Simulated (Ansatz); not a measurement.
# Ru (hcp type): the cost of one run

Program: Ansatz 0.2.0. Level of theory: DFT, r2SCAN, PAW with Ansatz's default frozen-core files, scalar-relativistic. These are calculated values, not measurements.

## Step 1: The starting structure

The structure is hexagonal, space group P6_3/mmc (No. 194). The conventional cell has a = 2.684 Å, b = 2.684 Å, c = 4.349 Å, α = 90.00°, β = 90.00°, γ = 120.00°. Around Ru (site symmetry -6m2) lie 12 Ru at 2.67 to 2.68 Å.

Coordinates:

```xyz
2
Lattice="2.6844 0.0000 0.0000 -1.3422 2.3248 0.0000 0.0000 0.0000 4.3488" Properties=species:S:1:pos:R:3 pbc="T T T"
Ru    0.0000    1.5499    1.0872
Ru    1.3422    0.7749    3.2616
```

Atoms are numbered in the order of the input: Ru1, Ru2.

## Step 2: Bulk cell relaxed, PAW

The input, input.yaml:

```yaml
crystal:
  lattice:
    - [2.684446372, 0.0, 0.0]
    - [-1.342223186, 2.3247987533, 0.0]
    - [0.0, 0.0, 4.3488031227]
  atoms:
    - { symbol: Ru, position: [0.3333333333, 0.6666666667, 0.25] }
    - { symbol: Ru, position: [0.6666666667, 0.3333333333, 0.75] }
kpoints:
  mp_grid: { grid: [19, 19, 10] }
scf:
  occupations: { method: fermi_dirac, width: 0.08 }
hamiltonian:
  xc: r2scan
  pseudopotentials: { kind: paw }
output:
  forces: true
  stress: true
  write_density: true
  write_potential: true
  elf: true
  volumetric_format: npy
relax:
  f_tol: 0.005
  max_steps: 40
  cell: {}
```

Run with:

```
$ ansatz run input.yaml --threads 2 --pin off --max-ram 4096MiB --backend cpu --events-out ev --progress --plain --runs-dir out
```

Q: Estimate wall time and peak memory on 2 threads of Arm Neoverse V2, shared host.

About 37 s, with a peak of 0.52 GiB.
